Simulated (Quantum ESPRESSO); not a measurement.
# Ta3AsAu2O13 under changes of volume

One of the cells (12.978 Å³/atom); the others are scaled copies at fixed shape and fractional positions:

```
Ta As Au O
1.0
     5.45204    0.00000    0.00000
    -2.72602    4.72161    0.00000
     0.00000    0.00000    9.57902
Ta As Au O
3 1 2 13
Direct
  0.00000 0.00000 0.19408
  0.00000 0.00000 0.80592
  0.66667 0.33333 0.00000
  0.00000 0.00000 0.50000
  0.33333 0.66667 0.27428
  0.33333 0.66667 0.72572
  0.00000 0.00000 0.00000
  0.23947 0.97129 0.36402
  0.02871 0.26818 0.36402
  0.73182 0.76053 0.36402
  0.23947 0.97129 0.63598
  0.02871 0.26818 0.63598
  0.73182 0.76053 0.63598
  0.38452 0.33425 0.85844
  0.66575 0.05026 0.85844
  0.94974 0.61548 0.85844
  0.38452 0.33425 0.14156
  0.66575 0.05026 0.14156
  0.94974 0.61548 0.14156
```

The cell was built by a generator and needn't be a form met in nature.

| Item | Value |
| --- | --- |
| Program | Quantum ESPRESSO 7.5 |
| Functional | PBE |
| Potentials or basis | SSSP 1.3 efficiency PBE |
| Cutoff | 816 eV |
| Density cutoff | 5987 eV |
| k mesh | 6 × 6 × 3 |
| Occupations | fermi-dirac, width 0.05 eV |
| Spin | no spin polarisation |

```tsv
volume (Å³/atom)	energy over the lowest point (meV/atom)	pressure (GPa)	largest force (eV/Å)
12.200	35.07	14.1	1.092
12.459	15.92	9.0	0.846
12.719	4.49	4.5	0.637
12.978	0.00	0.5	0.482
13.238	1.69	-3.1	0.408
13.497	?	?	?
13.757	21.11	-9.2	0.522
```

What does the run at 13.497 Å³/atom give?

Energy over the lowest point 8.93 meV/atom; pressure -6.3 GPa; largest force 0.431 eV/Å.

Worked out: A Birch-Murnaghan fit of order 3 (a polynomial in V^(-2/3)) to the other rows has its minimum at 13.03 Å³/atom with B0 = V·E''(V) = 187 GPa and B' = 4.6 at fixed shape and positions, which overstates the stiffness. It gives 8.91 meV/atom at 13.497 Å³/atom, against the run's 8.93, and -dE/dV = -6.0 GPa, against -6.3.

Energies are extrapolated to zero smearing.

Caveats: forces of over 1 eV/Å show positions far from the minimum, so gaps and moduli don't describe the material at rest (some runs).
